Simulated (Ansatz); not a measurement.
# C₄H₇Al: a ladder of functionals and wavefunction methods

An exercise on one series of results from a longer session: the logs are not shown, and one member is left open.

Program: Ansatz 0.2.0, Gaussian basis. Level of theory: functionals in def2-TZVPP, the program's frozen cores in correlated methods. These are calculated values, not measurements.

The runs, in order: LDA (SPW92), PBE-D4, revPBE-D4, BLYP-D4, r2SCAN-D4, B97M-V, PBE0-D4, B3LYP-D4, r2SCANh-D4, r2SCAN0-D4, HSE06-D4, BHLYP-D4, CAM-B3LYP-D4, LC-ωPBE, ωB97X-V, ωB97M-V, B2PLYP, PBE-QIDH; CCSD(T)/def2-SVP; CCSD(T)/def2-TZVPP; MP2/def2-QZVPP; extrapolation to the limit; RPA on PBE.

## The geometry

An earlier PBE0-D4 in a triple-zeta def2 set relaxation fixed the geometry.

12 atoms, charge 0, spin multiplicity 1.

Atoms are counted from 1 here; the program's logs count them from 0.

Bond lengths: C1–C2 1.211 Å, C1–H6 1.067 Å, C2–Al3 1.919 Å, Al3–C4 1.947 Å, Al3–C5 1.947 Å, C4–H7 1.095 Å, C4–H8 1.096 Å, C4–H9 1.092 Å, C5–H10 1.095 Å, C5–H11 1.095 Å, C5–H12 1.093 Å. Angles: C2–C1–H6 180.0°, C1–C2–Al3 179.8°, C2–Al3–C4 118.9°, C2–Al3–C5 117.4°, C4–Al3–C5 123.7°, Al3–C4–H7 110.9°, Al3–C4–H8 110.8°, Al3–C4–H9 112.8°, H7–C4–H8 106.2°, H7–C4–H9 108.0°, H8–C4–H9 107.9°, Al3–C5–H10 110.6°, Al3–C5–H11 110.8°, Al3–C5–H12 113.2°, H10–C5–H11 106.1°, H10–C5–H12 107.8°, H11–C5–H12 108.0°.

Set-up of the first run:

Input file in.yaml:

```yaml
crystal:
  periodic: [false, false, false]
  atoms:
    - {symbol: C, position_ang: [-0.511330, 2.973181, 0.516983]}
    - {symbol: C, position_ang: [-0.307982, 1.795970, 0.315601]}
    - {symbol: Al, position_ang: [0.008952, -0.070119, 0.001243]}
    - {symbol: C, position_ang: [-0.814840, -1.376176, 1.187557]}
    - {symbol: C, position_ang: [1.151390, -0.544346, -1.502384]}
    - {symbol: H, position_ang: [-0.690297, 4.009745, 0.693942]}
    - {symbol: H, position_ang: [-0.055502, -2.009492, 1.658967]}
    - {symbol: H, position_ang: [-1.470499, -2.051834, 0.627423]}
    - {symbol: H, position_ang: [-1.407070, -0.913801, 1.979880]}
    - {symbol: H, position_ang: [2.155804, -0.128248, -1.368920]}
    - {symbol: H, position_ang: [0.766045, -0.116693, -2.433800]}
    - {symbol: H, position_ang: [1.252329, -1.623188, -1.642493]}
basis:
  gaussian: {orbitals: def2-TZVPP}
hamiltonian: {xc: lda}
output: {orbitals: {seedname: orbitals}}
```

The run is started by

```sh
> ansatz run in.yaml --threads 4 --pin off --events-out ev --progress --plain --max-ram 10444MiB
```

Steps of the session up to this table: LDA; PBE-D4 (GGA); revPBE-D4 (GGA); BLYP-D4 (GGA); r2SCAN-D4 (meta-GGA); B97M-V (meta-GGA); B3LYP-D4 (hybrid); r2SCANh-D4 (hybrid); r2SCAN0-D4 (hybrid); HSE06-D4 (hybrid); BHLYP-D4 (hybrid); CAM-B3LYP-D4 (range-separated); LC-ωPBE (range-separated); ωB97X-V (range-separated); ωB97M-V (range-separated); B2PLYP (double hybrid); PBE-QIDH (double hybrid).

One table of the session follows, with a row left open; its other results are not shown here.

```
  functional  HOMO (eV)  gap (eV)
 LDA (SPW92)      -6.51      4.39
      PBE-D4      -6.36      4.49
   revPBE-D4      -6.31      4.55
     BLYP-D4      -6.22      4.46
   r2SCAN-D4      -6.61      5.01
      B97M-V      -6.64      4.96
     PBE0-D4      -7.59      6.52
    B3LYP-D4      -7.36      6.07
  r2SCANh-D4      -7.07      5.75
  r2SCAN0-D4      -7.76      6.84
    HSE06-D4          ?         ?
    BHLYP-D4      -8.69      8.44
CAM-B3LYP-D4      -8.94      8.83
     LC-ωPBE     -10.34     11.35
     ωB97X-V      -9.95     10.82
     ωB97M-V      -9.81     10.42
```

Estimate the missing values for HSE06-D4.

As computed: HOMO (eV): -7.19; gap (eV): 5.75. In the column «HOMO (eV)» it lies between B3LYP-D4 (-7.36) and r2SCANh-D4 (-7.07).
